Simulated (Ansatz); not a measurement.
# AsGa: the cost of one run

Method: the settings change from run to run; program: Ansatz 0.2.0, Gaussian basis.

25 further runs of the same task are left out: 2 for a known fault of the program, 20 that didn't finish, 3 set aside as unsound or not needed. Runs told in other sessions of the task aren't counted.

## 1. The system

The geometry derives from a PBE0/def2-TZVP stationary point (not a proven minimum). One bond is set to the value named and the two fragments are kept rigid. No spin-orbit coupling is included. The filled d shell of Ga, As may be among the frozen orbitals whatever the setting's name suggests.

2 atoms, charge 1, spin multiplicity 2.

Atoms are counted from 1 here; the program's logs count them from 0.

No contacts short enough for the rule that draws bonds.

## 2. CASSCF(3,8)/cc-pVDZ

Input file in.yaml:

```yaml
crystal:
  periodic: [false, false, false]
  atoms:
    - {symbol: Ga, position_ang: [0.000000, 0.000000, 0.000000]}
    - {symbol: As, position_ang: [0.000000, 0.000000, 3.515000]}
basis:
  gaussian: {orbitals: cc-pVDZ}
total_charge: 1
magnetization: {spin_polarized: false, initial_magnetization: 1}
correlation: {active_space: {window: {electrons: 3, orbitals: 8}, states: [{multiplicity: 2, weights: [0.5, 1, 1, 1]}, {multiplicity: 4, weights: [1]}]}}
output: {forces: true}
```

On the command line:

```console
$ ansatz run in.yaml --threads 1 --pin off --events-out ev --progress --plain --max-ram 2393MiB
```

**Question.** How long does this run take on 1 thread of Arm Neoverse V2, shared host, and how much memory does it need?

About 23 s, with a peak of 0.25 GiB.
